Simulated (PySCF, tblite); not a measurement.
# 1-cyclopentenecarboxylic acid (C₆H₈O₂): a rotation path, then NMR shifts on frames

How do NMR shifts of 1-cyclopentenecarboxylic acid (C₆H₈O₂) (`O=C(O)C1=CCCC1`) change as the atoms move?

Computed with tblite 0.8.0 and PySCF 2.14.0, with density-fitted response routines of our own, on a single molecule in the gas phase. Atoms are numbered from 0 throughout.

### 1 Starting geometry

16 atoms, charge 0, multiplicity 1; geometry from: GFN2-xTB.

Bonds of the start (Å): O0–C1 1.21, C1–O2 1.35, C1–C3 1.46, C3–C4 1.33, C4–C5 1.49, C5–C6 1.54, C6–C7 1.54, C7–C3 1.50, O2–H8 0.97, C4–H9 1.08, C5–H10 1.09, C5–H11 1.09, C6–H12 1.09, C6–H13 1.09, C7–H14 1.09, C7–H15 1.09.

### 2 A band between two rotamers with GFN2-xTB

What the job is given:

```
{"job": {"kind": "neb", "xc": "GFN2-xTB", "basis": "xTB", "atoms": [2, 1, 3, 7], "turn": 180}, "charge": 0, "multiplicity": 1}
O      2.492742     1.377620     0.696028
C      2.013349     0.540663    -0.030184
O      2.749911    -0.099114    -0.959352
C      0.612551     0.115247    -0.014955
C      0.050933    -0.819638    -0.783100
C     -1.397979    -0.996287    -0.468763
C     -1.730778     0.222787     0.409717
C     -0.377615     0.714628     0.946342
H      3.662651     0.227481    -0.927297
H      0.559120    -1.407209    -1.527369
H     -2.011658    -1.048105    -1.368763
H     -1.538309    -1.934746     0.076018
H     -2.186579     1.000169    -0.204035
H     -2.425475    -0.024471     1.209636
H     -0.179692     0.339538     1.953291
H     -0.300772     1.800381     0.981376
```

Method: GFN2-xTB climbing-image nudged elastic band, gas phase.

The run is started by

```sh
$ OMP_NUM_THREADS=1 python probes_run.py task.json out
```

One launch serves the whole session: the jobs run in the order shown.

Log:

```text
image   E - E0 / eV
  0      -0.0000
  1       0.0228
  2       0.0833
  3       0.1508
  4       0.1815
  5       0.1546
  6       0.0871
  7       0.0234
  8      -0.0058
```

Wall time 2.3 s (1 thread of Arm Neoverse V1, shared host); peak memory 0.18 GiB.

The final band, with the dihedral O2–C1–C3–C7:

```
image  dihedral (°)  energy (eV)  energy (kcal/mol)
    0          -180        0.000                0.0
    1          -158        0.023                0.5
    2          -137        0.083                1.9
    3          -114        0.151                3.5
    4           -91        0.182                4.2
    5           -68        0.155                3.6
    6           -45        0.087                2.0
    7           -22        0.023                0.5
    8             0       -0.006               -0.1
```

### 3 Nuclear shieldings: image 0, PBE0/pcSseg-1

What the job is given:

```
{"job": {"kind": "nmr", "xc": "PBE0", "basis": "pcSseg-1", "pop": false}, "charge": 0, "multiplicity": 1}
O      2.492700     1.377600     0.696000
C      2.013300     0.540700    -0.030200
O      2.749900    -0.099100    -0.959400
C      0.612600     0.115200    -0.015000
C      0.050900    -0.819600    -0.783100
C     -1.398000    -0.996300    -0.468800
C     -1.730800     0.222800     0.409700
C     -0.377600     0.714600     0.946300
H      3.662700     0.227500    -0.927300
H      0.559100    -1.407200    -1.527400
H     -2.011700    -1.048100    -1.368800
H     -1.538300    -1.934700     0.076000
H     -2.186600     1.000200    -0.204000
H     -2.425500    -0.024500     1.209600
H     -0.179700     0.339500     1.953300
H     -0.300800     1.800400     0.981400
```

Method: GIAO PBE0/pcSseg-1 NMR shielding, non-relativistic, gas phase.

Log:

```text
coarse grid: 13648 points
cycle   1  E = -383.1990739709  dE =  1.402e+00  |g| = 9.271e-01  |ddm| = 3.720e+00
cycle   2  E = -382.8880251493  dE =  3.110e-01  |g| = 1.596e+00  |ddm| = 2.159e+00
cycle   3  E = -383.3454982190  dE = -4.575e-01  |g| = 3.038e-01  |ddm| = 1.588e+00
cycle   4  E = -383.3625108693  dE = -1.701e-02  |g| = 7.508e-02  |ddm| = 2.811e-01
cycle   5  E = -383.3633665488  dE = -8.557e-04  |g| = 2.313e-02  |ddm| = 6.133e-02
cycle   6  E = -383.3634791738  dE = -1.126e-04  |g| = 8.085e-03  |ddm| = 2.814e-02
cycle   7  E = -383.3634934964  dE = -1.432e-05  |g| = 2.456e-03  |ddm| = 8.685e-03
cycle   8  E = -383.3634948315  dE = -1.335e-06  |g| = 6.787e-04  |ddm| = 2.459e-03
final grid: 132640 points
cycle   9  E = -383.4320847144  dE = -2.730e-05  |g| = 1.266e-02  |ddm| = 3.469e-02
cycle  10  E = -383.4320342012  dE =  5.051e-05  |g| = 2.051e-02  |ddm| = 2.807e-02
cycle  11  E = -383.4321161029  dE = -8.190e-05  |g| = 2.972e-03  |ddm| = 1.879e-02
cycle  12  E = -383.4321177692  dE = -1.666e-06  |g| = 3.523e-04  |ddm| = 2.354e-03
cycle  13  E = -383.4321177871  dE = -1.791e-08  |g| = 1.432e-04  |ddm| = 3.153e-04
cycle  14  E = -383.4321177911  dE = -4.043e-09  |g| = 3.354e-05  |ddm| = 1.300e-04
cycle  15  E = -383.4321177913  dE = -2.135e-10  |g| = 9.621e-06  |ddm| = 3.978e-05
converged SCF energy = -383.4321177913

GIAO shielding tensors (ppm)
atom      isotropic    diamagn.    paramagn.     s11        s22        s33       span
  0 O      -96.265     401.875    -498.140   -325.052   -233.748    270.006    595.057
  1 C       18.198     245.201    -227.004    -82.333     59.435     77.491    159.823
  2 O      133.547     391.043    -257.496    -11.095    148.133    263.602    274.697
  3 C       44.561     260.500    -215.939    -50.781     66.423    118.040    168.821
  4 C       31.879     251.524    -219.645    -77.869     31.263    142.243    220.112
  5 C      148.476     249.253    -100.777    125.053    151.722    168.652     43.599
  6 C      160.832     247.323     -86.490    133.895    173.644    174.958     41.062
  7 C      151.441     244.185     -92.744    126.240    157.406    170.678     44.437
  8 H       25.765      28.761      -2.995     20.487     22.728     34.082     13.595
  9 H       24.632      32.298      -7.666     22.985     23.678     27.234      4.249
 10 H       29.055      29.376      -0.321     24.590     27.214     35.360     10.771
 11 H       28.969      29.440      -0.470     24.845     27.075     34.988     10.143
 12 H       29.762      29.976      -0.214     24.500     28.397     36.389     11.889
 13 H       29.661      29.283       0.378     25.159     27.780     36.044     10.885
 14 H       29.035      29.801      -0.766     24.562     27.910     34.631     10.069
 15 H       28.936      30.165      -1.229     24.089     28.093     34.626     10.537
```

Wall time 21 s (1 thread of Arm Neoverse V1, shared host); peak memory 0.79 GiB.

The references, computed at this level on geometries of the same kind, shield at (ppm): ¹H TMS 31.72, ¹³C TMS 186.9, ¹⁷O H2O 336.1. Their shielding less the atom's gives the shift. The references are single molecules in the gas phase, so shifts against H2O, NH3, PH3, H3PO4 or CFCl3 are not on the usual liquid scales and can be off by tens of ppm. Each atom is listed at this fixed geometry, with no averaging over motion; a spectrum would average atoms that exchange fast.

```
atoms                               environment  σ (ppm)  δ (ppm)
   C1                    carboxylic acid carbon     18.2    168.7
   C4                β carbon of a C=C–C=O unit     31.9    155.0
   C3                α carbon of a C=C–C=O unit     44.6    142.4
   C5                           allylic sp3 CH2    148.5     38.4
   C7                           allylic sp3 CH2    151.4     35.5
   C6                         sp3 CH2 in a ring    160.8     26.1
   H9  hydrogen on a β carbon of a C=C–C=O unit    24.63     7.08
   H8       hydrogen on an acid hydroxyl oxygen    25.77     5.95
  H15            hydrogen on an allylic sp3 CH2    28.94     2.78
  H11            hydrogen on an allylic sp3 CH2    28.97     2.75
  H14            hydrogen on an allylic sp3 CH2    29.03     2.68
  H10            hydrogen on an allylic sp3 CH2    29.05     2.66
  H13          hydrogen on an sp3 CH2 in a ring    29.66     2.06
  H12          hydrogen on an sp3 CH2 in a ring    29.76     1.95
   O0                           carbonyl oxygen    -96.3    432.3
   O2                      acid hydroxyl oxygen    133.5    202.5
```

Ring of atoms C3, C4, C5, C6, C7: NICS(0) -2.3, NICS(1) -2.9, NICS(1)zz -2.0 ppm (means of both faces).

### 4 NMR shieldings: image 2, PBE0/pcSseg-1

What the job is given:

```
{"job": {"kind": "nmr", "xc": "PBE0", "basis": "pcSseg-1", "pop": false}, "charge": 0, "multiplicity": 1}
O      2.701600     0.602700     1.045000
C      2.057500     0.388700     0.049700
O      2.589600     0.465900    -1.182200
C      0.628000     0.037200     0.019700
C      0.058600    -0.931900    -0.690800
C     -1.407900    -1.035100    -0.412000
C     -1.719900     0.273200     0.332200
C     -0.371600     0.743500     0.899800
H      3.526300     0.713900    -1.123600
H      0.567100    -1.608300    -1.355500
H     -1.989500    -1.148700    -1.327500
H     -1.604700    -1.908300     0.216200
H     -2.085700     1.010800    -0.382200
H     -2.475300     0.143900     1.104800
H     -0.229900     0.435200     1.937900
H     -0.251700     1.826400     0.857000
```

With the program's defaults for keys left out, this is: GIAO PBE0/pcSseg-1 NMR shielding, non-relativistic, gas phase.

Log:

```text
coarse grid: 13648 points
cycle   1  E = -383.1928843075  dE =  1.404e+00  |g| = 9.306e-01  |ddm| = 3.698e+00
cycle   2  E = -382.8821279702  dE =  3.108e-01  |g| = 1.603e+00  |ddm| = 1.854e+00
cycle   3  E = -383.3408697034  dE = -4.587e-01  |g| = 3.011e-01  |ddm| = 1.334e+00
cycle   4  E = -383.3575147247  dE = -1.665e-02  |g| = 7.583e-02  |ddm| = 2.597e-01
cycle   5  E = -383.3583986257  dE = -8.839e-04  |g| = 2.188e-02  |ddm| = 5.590e-02
cycle   6  E = -383.3584992473  dE = -1.006e-04  |g| = 7.306e-03  |ddm| = 2.613e-02
cycle   7  E = -383.3585103137  dE = -1.107e-05  |g| = 2.428e-03  |ddm| = 7.820e-03
cycle   8  E = -383.3585116297  dE = -1.316e-06  |g| = 6.710e-04  |ddm| = 2.383e-03
final grid: 132640 points
cycle   9  E = -383.4268235550  dE = -2.676e-05  |g| = 1.268e-02  |ddm| = 3.613e-02
cycle  10  E = -383.4267737627  dE =  4.979e-05  |g| = 2.052e-02  |ddm| = 2.604e-02
cycle  11  E = -383.4268550131  dE = -8.125e-05  |g| = 2.980e-03  |ddm| = 1.680e-02
cycle  12  E = -383.4268566848  dE = -1.672e-06  |g| = 3.271e-04  |ddm| = 2.122e-03
cycle  13  E = -383.4268566998  dE = -1.501e-08  |g| = 1.416e-04  |ddm| = 2.871e-04
cycle  14  E = -383.4268567037  dE = -3.952e-09  |g| = 3.232e-05  |ddm| = 1.277e-04
cycle  15  E = -383.4268567039  dE = -2.061e-10  |g| = 6.358e-06  |ddm| = 3.487e-05
converged SCF energy = -383.4268567039

GIAO shielding tensors (ppm)
atom      isotropic    diamagn.    paramagn.     s11        s22        s33       span
  0 O      -96.382     401.379    -497.761   -329.666   -237.514    278.035    607.702
  1 C       13.979     246.408    -232.429    -89.780     52.887     78.829    168.609
  2 O      120.372     391.005    -270.633    -23.161    136.274    248.005    271.167
  3 C       42.822     260.966    -218.144    -56.609     61.798    123.277    179.885
  4 C       40.596     251.131    -210.536    -64.411     44.233    141.964    206.375
  5 C      149.151     249.139     -99.988    126.033    152.377    169.043     43.010
  6 C      160.996     247.240     -86.244    135.542    172.921    174.525     38.983
  7 C      148.704     244.347     -95.643    120.527    155.295    170.289     49.762
  8 H       25.645      28.897      -3.252     19.968     22.957     34.009     14.041
  9 H       25.211      32.029      -6.818     23.506     24.447     27.679      4.173
 10 H       29.133      29.375      -0.242     24.826     27.013     35.560     10.734
 11 H       29.030      29.414      -0.383     25.045     26.884     35.161     10.116
 12 H       29.795      30.003      -0.209     24.664     28.183     36.538     11.874
 13 H       29.690      29.184       0.506     25.307     27.563     36.201     10.894
 14 H       28.710      29.761      -1.051     23.927     27.742     34.460     10.533
 15 H       29.154      29.917      -0.763     24.841     28.169     34.451      9.610
```

Wall time 20 s (1 thread of Arm Neoverse V1, shared host); peak memory 0.87 GiB.

In short: δ C1 172.9, C4 146.3, C3 144.1, C7 38.2, H9 6.51, H8 6.07 ppm.

[end of part 1 of 2]
